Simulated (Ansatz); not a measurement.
The system is Ta3AsAu2O13.

```
Ta As Au O
1.0
     5.24237    3.02668    4.14273
    -5.24237    3.02668    4.14273
     0.00000   -6.05337    4.14273
Ta As Au O
3 1 2 13
Direct
  0.23108 0.57229 0.23108
  0.23108 0.23108 0.57229
  0.57229 0.23108 0.23108
  0.55878 0.55878 0.55878
  0.96559 0.96559 0.96559
  0.75105 0.75105 0.75105
  0.40884 0.66762 0.40884
  0.40884 0.40884 0.66762
  0.66762 0.40884 0.40884
  0.49726 0.01313 0.36024
  0.36024 0.49726 0.01313
  0.01313 0.36024 0.49726
  0.36024 0.01313 0.49726
  0.01313 0.49726 0.36024
  0.49726 0.36024 0.01313
  0.10963 0.74806 0.10963
  0.10963 0.10963 0.74806
  0.74806 0.10963 0.10963
  0.30840 0.30840 0.30840
```

The cell was built by a generator and needn't be a form met in nature.

| Item | Value |
| --- | --- |
| Program | Ansatz 0.2.0 |
| Task | relaxation of cell and atoms |
| Functional | RPBE |
| Potentials or basis | Ansatz PAW |
| Cutoff | 420 eV (not typed: the program's choice for these potentials) |
| k mesh | 3 × 3 × 3 |
| Occupations | fermi-dirac, width 0.05 eV |
| Spin | no spin polarisation |

At the start: volume 20.76 Å³/atom.

**Question.** How do energy, volume and symmetry change on relaxing?

**Answer.** It ends after 11 steps and the volume is 21.63 Å³/atom (+4.2 %); space group R3m (No. 160, to 0.05 Å).

Step by step:
```csv
step,energy change (eV),largest force (eV/Å),volume (Å³)
1,0.0000,0.2227,394.40
2,-0.0331,0.1970,409.49
3,-0.0439,0.1052,408.58
4,-0.0456,0.0489,408.54
5,-0.0456,0.0152,408.66
6,-0.0456,0.0040,408.66
7,-0.0847,0.0040,408.66
8,-0.0796,0.0449,411.09
9,-0.0803,0.0168,411.09
10,-0.0809,0.0041,410.88
11,-0.0869,0.0042,410.88
```

Final structure:
```
CELL_PARAMETERS angstrom
5.29553 3.05738 4.22960
-5.29553 3.05738 4.22960
0.00000 -6.11476 4.22960
ATOMIC_POSITIONS crystal
Ta 0.23208 0.57189 0.23208
Ta 0.23208 0.23208 0.57189
Ta 0.57189 0.23208 0.23208
As 0.55553 0.55553 0.55553
Au 0.96204 0.96204 0.96204
Au 0.74667 0.74667 0.74667
O 0.40752 0.66610 0.40752
O 0.40752 0.40752 0.66610
O 0.66610 0.40752 0.40752
O 0.49872 0.01598 0.36191
O 0.36191 0.49872 0.01598
O 0.01598 0.36191 0.49872
O 0.36191 0.01598 0.49872
O 0.01598 0.49872 0.36191
O 0.49872 0.36191 0.01598
O 0.11124 0.74576 0.11124
O 0.11124 0.11124 0.74576
O 0.74576 0.11124 0.11124
O 0.30927 0.30927 0.30927
```

Caveat: the plane-wave basis is chosen anew once the cell has moved, so the energies of steps on either side of that aren't comparable; the pressure holds a Pulay correction of +0.4 GPa for the finite cutoff; the PAW data sets come from PBE, with cores solved anew for the run's functional, which leaves a small shift of forces and pressure.
